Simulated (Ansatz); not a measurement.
# Re: pressure up to the limit of the methods

One table from this session's results is given with a row withheld; the runs are named, their logs left out.

Method: DFT, PBEsol, PAW with Ansatz's default frozen-core files, scalar-relativistic, in Ansatz 0.2.0.

### Starting point

The structure is cubic, space group Im-3m (No. 229). Conventional cell: a = 3.076 Å, b = 3.076 Å, c = 3.076 Å, α = 90.00°, β = 90.00°, γ = 90.00°. Re (site symmetry m-3m) has 8 Re at 2.66 Å in its first shell of neighbours.

Structure file:

```xyz
1
Lattice="-1.5381 1.5381 1.5381 1.5381 -1.5381 1.5381 1.5381 1.5381 -1.5381" Properties=species:S:1:pos:R:3 pbc="T T T"
Re    0.0000    0.0000    0.0000
```

Whether this phase is the stable one at these pressures isn't tested.

Set-up of the first run:

Input file input.yaml:

```yaml
crystal:
  lattice:
    - [-1.5381334557, 1.5381334557, 1.5381334557]
    - [1.5381334557, -1.5381334557, 1.5381334557]
    - [1.5381334557, 1.5381334557, -1.5381334557]
  atoms:
    - { symbol: Re, position: [0.0, 0.0, 0.0] }
kpoints:
  mp_grid: { grid: [17, 17, 17] }
scf:
  occupations: { method: fermi_dirac, width: 0.1 }
hamiltonian:
  xc: pbesol
  pseudopotentials: { kind: paw }
output:
  forces: true
  stress: true
  write_density: true
  write_potential: true
  elf: true
  volumetric_format: npy
relax:
  f_tol: 0.005
  max_steps: 40
  cell: {}
```

Command:

```sh
ansatz run input.yaml --threads 1 --pin off --max-ram 2048MiB --backend cpu --events-out ev --progress --plain --runs-dir out
```

Among the steps run: Cell relaxed at zero pressure, PAW; Volume scaled by 1, PAW; Volume scaled by 0.88, PAW; Volume scaled by 0.78, PAW; Volume scaled by 0.68, PAW; Volume scaled by 0.58, PAW; Volume scaled by 0.5, PAW; Volume scaled by 0.5, PAW (cutoff 250 eV); Volume scaled by 0.43, PAW.

One of the session's tables, all rows but one given; the rest of the session is left out.

| method | volume over the first | volume (Å³/atom) | pressure (GPa) |
| --- | --- | --- | --- |
| PAW | 1 | 14.684 | 0.00 |
| PAW | 0.88 | 12.922 | 64.64 |
| PAW | 0.78 | 11.454 | 162.89 |
| PAW | 0.68 | 9.985 | 337.22 |
| PAW | 0.58 | 8.517 | 660.51 |
| PAW | 0.5 | 7.342 | 1133.47 |
| PAW | 0.43 | ? | ? |
| PAW (cutoff 250 eV) | 0.5 | 7.342 | 1126.23 |

Q: Estimate the row for PAW, 0.43 from the others.

**Answer.** volume (Å³/atom): 6.314; pressure (GPa): 1880.01. In the column «volume (Å³/atom)» it is the lowest.

To keep in mind: Warnings in the runs' records: cutoff below recommended.
